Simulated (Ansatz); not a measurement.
# CH4F2O2Si: up Jacob's ladder to CCSD(T)

Aim: compute CH4F2O2Si with functionals from several rungs and with coupled cluster. The yardstick is the atomisation energy at the CCSD(T) limit.

Computed with Ansatz 0.2.0, Gaussian basis. Level: functionals in def2-TZVPP, the program's frozen cores in correlated methods.

Levels to be run: LDA (SPW92), PBE-D4, revPBE-D4, BLYP-D4, r2SCAN-D4, B97M-V, PBE0-D4, B3LYP-D4, r2SCANh-D4, r2SCAN0-D4, HSE06-D4, BHLYP-D4, CAM-B3LYP-D4, LC-ωPBE, ωB97X-V, ωB97M-V, B2PLYP, PBE-QIDH; CCSD(T)/def2-SVP; CCSD(T)/def2-TZVPP; MP2/def2-QZVPP; extrapolation to the limit; RPA on PBE.

## 1. The geometry

The geometry comes from an earlier relaxation with PBE0-D4 in a triple-zeta def2 set; it is a stationary point, not always the lowest conformer.

SMILES `CO[Si](O)(F)F`, 10 atoms, charge 0, spin multiplicity 1.

Atoms are counted from 1 here; the program's logs count them from 0.

Bond lengths: C1–O2 1.416 Å, C1–H7 1.090 Å, C1–H8 1.094 Å, C1–H9 1.093 Å, O2–Si3 1.609 Å, Si3–O4 1.610 Å, Si3–F5 1.583 Å, Si3–F6 1.576 Å, O4–H10 0.958 Å. Angles: O2–C1–H7 107.9°, O2–C1–H8 111.2°, O2–C1–H9 110.8°, H7–C1–H8 108.9°, H7–C1–H9 108.8°, H8–C1–H9 109.1°, C1–O2–Si3 126.0°, O2–Si3–O4 110.4°, O2–Si3–F5 109.4°, O2–Si3–F6 112.3°, O4–Si3–F5 112.0°, O4–Si3–F6 107.3°, F5–Si3–F6 105.4°, Si3–O4–H10 118.5°.

## 2. LDA

This LDA is Slater exchange with PW92 correlation.

The input, in.yaml:

```yaml
crystal:
  periodic: [false, false, false]
  atoms:
    - {symbol: C, position_ang: [-0.498103, -1.207631, 0.972187]}
    - {symbol: O, position_ang: [0.459603, -0.388882, 0.326803]}
    - {symbol: Si, position_ang: [0.143359, 0.911842, -0.565988]}
    - {symbol: O, position_ang: [1.489688, 1.456325, -1.260073]}
    - {symbol: F, position_ang: [-0.972106, 0.558318, -1.632242]}
    - {symbol: F, position_ang: [-0.454132, 2.093083, 0.289545]}
    - {symbol: H, position_ang: [0.017663, -2.088693, 1.354240]}
    - {symbol: H, position_ang: [-1.278813, -1.527732, 0.276567]}
    - {symbol: H, position_ang: [-0.959402, -0.677613, 1.809788]}
    - {symbol: H, position_ang: [2.135341, 0.819685, -1.567825]}
basis:
  gaussian: {orbitals: def2-TZVPP}
hamiltonian: {xc: lda}
output: {orbitals: {seedname: orbitals}}
```

The runs that follow: PBE-D4 (GGA); revPBE-D4 (GGA); BLYP-D4 (GGA); r2SCAN-D4 (meta-GGA); B97M-V (meta-GGA); PBE0-D4 (hybrid); B3LYP-D4 (hybrid); r2SCANh-D4 (hybrid); r2SCAN0-D4 (hybrid); HSE06-D4 (hybrid); BHLYP-D4 (hybrid); CAM-B3LYP-D4 (range-separated); LC-ωPBE-D4 (range-separated); ωB97X-V (range-separated); ωB97M-V (range-separated); B2PLYP (double hybrid); PBE-QIDH (double hybrid); CCSD(T) in def2-SVP; CCSD(T) in def2-TZVPP; MP2 in def2-QZVPP; RPA on PBE orbitals.

**Question.** What will the summary of the whole plan be? Wanted: atomisation energy, CCSD(T)/CBS; farthest beyond LDA; mean size of error, GGA; mean size of error, meta-GGA; mean size of error, hybrid; mean size of error, range-separated; mean size of error, double hybrid; gap, smallest and largest; T1 diagnostic.

**Answer**, as computed:

| quantity | value |
| --- | --- |
| atomisation energy, CCSD(T)/CBS | 1022.3 kcal/mol |
| functionals within 5.1 kcal/mol (0.5 %) | r2SCAN-D4, CAM-B3LYP-D4, ωB97M-V |
| farthest beyond LDA | BHLYP-D4 (-48.0 kcal/mol) |
| mean size of error, GGA | 13.7 kcal/mol |
| mean size of error, meta-GGA | 6.3 kcal/mol |
| mean size of error, hybrid | 22.7 kcal/mol |
| mean size of error, range-separated | 5.5 kcal/mol |
| mean size of error, double hybrid | 17.1 kcal/mol |
| gap, smallest and largest | 6.90 eV (BLYP-D4), 14.72 eV (LC-ωPBE) |
| T1 diagnostic | 0.0111 |
| triples share of the correlation energy | 3.1 % |

In words: The LDA atomisation energy is off by 146.2 kcal/mol (14 %): it overbinds. PBE-D4 misses by +6.7 kcal/mol. Double hybrids carry the basis error of their MP2 part in triple zeta, and no dispersion term here, so their miss is partly the set-up's. By mean error the best rung here is range-separated (5.5 kcal/mol) and the worst beyond LDA is hybrid (22.7 kcal/mol). The gap between the best rungs is small, so their order is not settled. The mean of the hybrids holds BHLYP, with half exact exchange. Misses under about 5.1 kcal/mol are within the doubt on the reference itself, which lacks core-valence correlation, relativity and higher excitations. Hartree-Fock recovers 72 % of the binding; the rest is correlation. CCSD(T) in def2-SVP is off by -82.9 kcal/mol, worse than the median functional, from the basis alone. Orbital gaps span 6.9 to 14.7 eV; exact exchange widens them.
